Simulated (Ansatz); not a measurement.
# CH2FNOSi (SMILES O=C=N[SiH2]F) at HF/cc-pVDZ

Aim: the energy change on altering one bond length of CH2FNOSi at HF/cc-pVDZ, from 2 runs. 

Program for the calculation: Ansatz 0.2.0.

153 further runs of the same task are left out: 153 set aside as unsound or not needed.

## (1) The structure to begin with

The species is CH2FNOSi (7 atoms), meant as a singlet with charge 0. As SMILES, `O=C=N[SiH2]F`. Geometry: relaxed at PBE0-D4/def2-TZVP. This is one conformer, not always the lowest.

Bond lengths: O1–C2 1.162 Å, C2–N3 1.195 Å, N3–Si4 1.694 Å, Si4–F5 1.591 Å, Si4–H6 1.475 Å, Si4–H7 1.475 Å. Angles: O1–C2–N3 178.4°, C2–N3–Si4 166.0°, N3–Si4–F5 109.2°, N3–Si4–H6 109.0°, N3–Si4–H7 109.0°, F5–Si4–H6 108.2°, F5–Si4–H7 108.2°, H6–Si4–H7 113.2°.

## (2) A single-point energy at HF/cc-pVDZ

Input file job.yaml:

```yaml
crystal:
  periodic: [false, false, false]
  atoms:
    - {symbol: O, position_ang: [-0.573800, -2.908000, -0.552000]}
    - {symbol: C, position_ang: [-0.306900, -1.816900, -0.256100]}
    - {symbol: "N", position_ang: [-0.019000, -0.706200, 0.076100]}
    - {symbol: Si, position_ang: [0.212100, 0.968300, 0.188900]}
    - {symbol: F, position_ang: [-0.420200, 1.671000, -1.091000]}
    - {symbol: H, position_ang: [-0.490300, 1.470300, 1.384800]}
    - {symbol: H, position_ang: [1.659300, 1.253600, 0.203700]}
basis:
  gaussian:
    orbitals: cc-pVDZ
hamiltonian:
  xc: hf
accuracy: high
output:
  orbitals: {seedname: orbitals}
```

Launch:

```console
$ ansatz run job.yaml --threads 1 --pin off --max-ram 3480MiB --events-out events.jsonl --progress --plain --runs-dir runs
```

The program printed:

```text
Warning: RAYON_NUM_THREADS=1 ignored (pool sized by the plan → 1); use --threads N
Functional definition: HF
  name "HF"
  exchange = exact_x
  correlation = 0
1809 factors; integrals over basis functions are off by at most 3.6e-9 eV
mean field evaluation 1: about -15148.9762 eV, gradient 4.0e1 eV
mean field evaluation 2: about -15149.0865 eV, gradient 4.0e1 eV
mean field evaluation 4: about -15152.1820 eV, gradient 3.3e0 eV
mean field evaluation 8: about -15152.2198 eV, gradient 7.5e-2 eV
mean field evaluation 16: about -15152.2198 eV, gradient 2.3e-8 eV
mean field -15152.21983207 eV, -556.8338082852 hartree, gradient 2.3e-8 eV, S^2 0.000000; 0 other end points of the search recorded, 0 dependent functions left out
reference -15152.21983207 eV, -556.8338082852 hartree; 23, 23 occupied and 61, 61 virtual orbitals, 1809 factors
Total energy: -15152.21983207 eV, -556.8338082852 hartree
```

Wall time 3.6 s (1 thread of Arm Neoverse V1, shared host); peak memory 0.21 GiB.

## (3) The distorted shape at the same level

Input file molecule.yaml:

```yaml
basis:
  gaussian:
    orbitals: cc-pVDZ
crystal:
  periodic: [false, false, false]
  atoms:
    - {symbol: O, position_ang: [-0.707253, -3.453564, -0.699954]}
    - {symbol: C, position_ang: [-0.306900, -1.816900, -0.256100]}
    - {symbol: N, position_ang: [-0.019000, -0.706200, 0.076100]}
    - {symbol: Si, position_ang: [0.212100, 0.968300, 0.188900]}
    - {symbol: F, position_ang: [-0.420200, 1.671000, -1.091000]}
    - {symbol: H, position_ang: [-0.490300, 1.470300, 1.384800]}
    - {symbol: H, position_ang: [1.659300, 1.253600, 0.203700]}
hamiltonian:
  xc: hf
accuracy: high
output:
  orbitals: {seedname: orbitals}
```

Launch:

```console
$ ansatz run molecule.yaml --threads 1 --pin off --max-ram 3480MiB --events-out events.jsonl --progress --plain --runs-dir runs
```

The program printed:

```text
Warning: RAYON_NUM_THREADS=1 ignored (pool sized by the plan → 1); use --threads N
[... 4 set-up lines as earlier in the session ...]
1807 factors; integrals over basis functions are off by at most 3.6e-9 eV
mean field evaluation 1: about -15140.2477 eV, gradient 4.9e1 eV
mean field evaluation 2: about -15140.3418 eV, gradient 5.0e1 eV
mean field evaluation 4: about -15146.6824 eV, gradient 7.4e0 eV
mean field evaluation 8: about -15147.0747 eV, gradient 6.7e-1 eV
mean field evaluation 16: about -15147.0838 eV, gradient 6.8e-6 eV
mean field -15147.08376572 eV, -556.6450613282 hartree, gradient 1.4e-8 eV, S^2 0.000000; 0 other end points of the search recorded, 0 dependent functions left out
reference -15147.08376572 eV, -556.6450613282 hartree; 23, 23 occupied and 61, 61 virtual orbitals, 1807 factors
Total energy: -15147.08376572 eV, -556.6450613282 hartree
```

Run time: 2.7 s. Hardware: 1 thread of Arm Neoverse V1, shared host; peak memory 0.21 GiB.

## (4) Results

Level: HF/cc-pVDZ.

```
                                                         quantity          value
                                        first shape: total energy  -556.83381 Eh
                                         first shape: HOMO energy      -12.17 eV
                                         first shape: LUMO energy        3.72 eV
                                       first shape: HOMO–LUMO gap       15.89 eV
                                    distorted shape: total energy  -556.64506 Eh
                                     distorted shape: HOMO energy      -12.64 eV
                                     distorted shape: LUMO energy        2.29 eV
                                   distorted shape: HOMO–LUMO gap       14.94 eV
energy change with the O1–C2 bond stretched from 1.162 to 1.742 Å       5.136 eV
```

In words: With the O1–C2 bond stretched from 1.162 to 1.742 Å the energy rises by 5.14 eV (118 kcal/mol). The first shape isn't relaxed at this level, so the change isn't measured from a minimum.
